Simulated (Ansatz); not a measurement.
**CH₅BOS: a ladder of functionals and wavefunction methods**

Aim: compute CH₅BOS with functionals from several rungs and with coupled cluster, and see how far each lands from CCSD(T) at the basis-set limit for the atomisation energy.

The runs use Ansatz 0.2.0, Gaussian basis; functionals in def2-TZVPP, the program's frozen cores in correlated methods.

Plan: LDA (SPW92), PBE-D4, revPBE-D4, BLYP-D4, r2SCAN-D4, B97M-V, PBE0-D4, B3LYP-D4, r2SCANh-D4, r2SCAN0-D4, HSE06-D4, BHLYP-D4, CAM-B3LYP-D4, LC-ωPBE, ωB97X-V, ωB97M-V, B2PLYP, PBE-QIDH; CCSD(T)/def2-SVP; CCSD(T)/def2-TZVPP; MP2/def2-QZVPP; extrapolation to the limit; RPA on PBE.

## 1. Structure used throughout

The geometry comes from an earlier relaxation with PBE0-D4 in a triple-zeta def2 set; it is a stationary point, not always the lowest conformer.

SMILES `CB(O)S`, 9 atoms, charge 0, spin multiplicity 1.

Atoms are counted from 1 here; the program's logs count them from 0.

Bond lengths: C1–B2 1.565 Å, C1–H5 1.094 Å, C1–H6 1.094 Å, C1–H7 1.091 Å, B2–O3 1.359 Å, B2–S4 1.829 Å, O3–H8 0.961 Å, S4–H9 1.341 Å. Angles: B2–C1–H5 110.8°, B2–C1–H6 111.3°, B2–C1–H7 111.4°, H5–C1–H6 106.5°, H5–C1–H7 108.2°, H6–C1–H7 108.4°, C1–B2–O3 119.2°, C1–B2–S4 122.6°, O3–B2–S4 118.2°, B2–O3–H8 115.1°, B2–S4–H9 96.8°.

## 2. LDA

This LDA is Slater exchange with PW92 correlation.

Contents of in.yaml:

```yaml
crystal:
  periodic: [false, false, false]
  atoms:
    - {symbol: C, position_ang: [0.224772, 0.856357, -0.670885]}
    - {symbol: B, position_ang: [0.093028, -0.475051, 0.140237]}
    - {symbol: O, position_ang: [0.879994, -1.532456, -0.190386]}
    - {symbol: S, position_ang: [-1.087503, -0.675435, 1.523065]}
    - {symbol: H, position_ang: [-0.716487, 1.100805, -1.172689]}
    - {symbol: H, position_ang: [0.454362, 1.700395, -0.014168]}
    - {symbol: H, position_ang: [1.007392, 0.785601, -1.428401]}
    - {symbol: H, position_ang: [0.748430, -2.320784, 0.342485]}
    - {symbol: H, position_ang: [-1.603989, 0.560567, 1.470752]}
basis:
  gaussian: {orbitals: def2-TZVPP}
hamiltonian: {xc: lda}
output: {orbitals: {seedname: orbitals}}
```

After this run come: PBE-D4 (GGA); revPBE-D4 (GGA); BLYP-D4 (GGA); r2SCAN-D4 (meta-GGA); B97M-V (meta-GGA); PBE0-D4 (hybrid); B3LYP-D4 (hybrid); r2SCANh-D4 (hybrid); r2SCAN0-D4 (hybrid); HSE06-D4 (hybrid); BHLYP-D4 (hybrid); CAM-B3LYP-D4 (range-separated); LC-ωPBE-D4 (range-separated); ωB97X-V (range-separated); ωB97M-V (range-separated); B2PLYP (double hybrid); PBE-QIDH (double hybrid); CCSD(T) in def2-SVP; CCSD(T) in def2-TZVPP; MP2 in def2-QZVPP; RPA on PBE orbitals.

Q: Predict the results of all the runs planned. Wanted: atomisation energy, CCSD(T)/CBS; farthest beyond LDA; mean size of error, GGA; mean size of error, meta-GGA; mean size of error, hybrid; mean size of error, range-separated; mean size of error, double hybrid; gap, smallest and largest; T1 diagnostic.

**Answer**, as computed:

| quantity | value |
| --- | --- |
| atomisation energy, CCSD(T)/CBS | 3463.8 kJ/mol |
| functionals within 17.3 kJ/mol (0.5 %) | revPBE-D4, BLYP-D4, PBE0-D4, B3LYP-D4, r2SCANh-D4, LC-ωPBE, ωB97X-V, PBE-QIDH |
| farthest beyond LDA | BHLYP-D4 (-91.6 kJ/mol) |
| mean size of error, GGA | 29.9 kJ/mol |
| mean size of error, meta-GGA | 30.3 kJ/mol |
| mean size of error, hybrid | 26.5 kJ/mol |
| mean size of error, range-separated | 15.5 kJ/mol |
| mean size of error, double hybrid | 19.1 kJ/mol |
| gap, smallest and largest | 5.53 eV (BLYP-D4), 12.76 eV (LC-ωPBE) |
| T1 diagnostic | 0.0123 |
| triples share of the correlation energy | 3.9 % |

In words: The LDA atomisation energy is off by 500.7 kJ/mol (14 %): it overbinds. PBE-D4 is off by +73.6 kJ/mol. Double hybrids carry the basis error of their MP2 part in triple zeta, and no dispersion term here, so their miss is partly the set-up's. Taken by rung, range-separated functionals do best (15.5 kJ/mol on average) and meta-GGA ones worst beyond LDA (30.3 kJ/mol). The gap between the best rungs is small, so their order is not settled. The reference freezes the cores and leaves out relativity and excitations past (T), so misses under about 17.3 kJ/mol can't be ranked. Hartree-Fock recovers 75 % of the binding; the rest is correlation. CCSD(T) in def2-SVP is off by -165.9 kJ/mol, which most functionals beat. The gap grows from 5.5 to 12.8 eV across the functionals, mostly with the share of exact exchange.
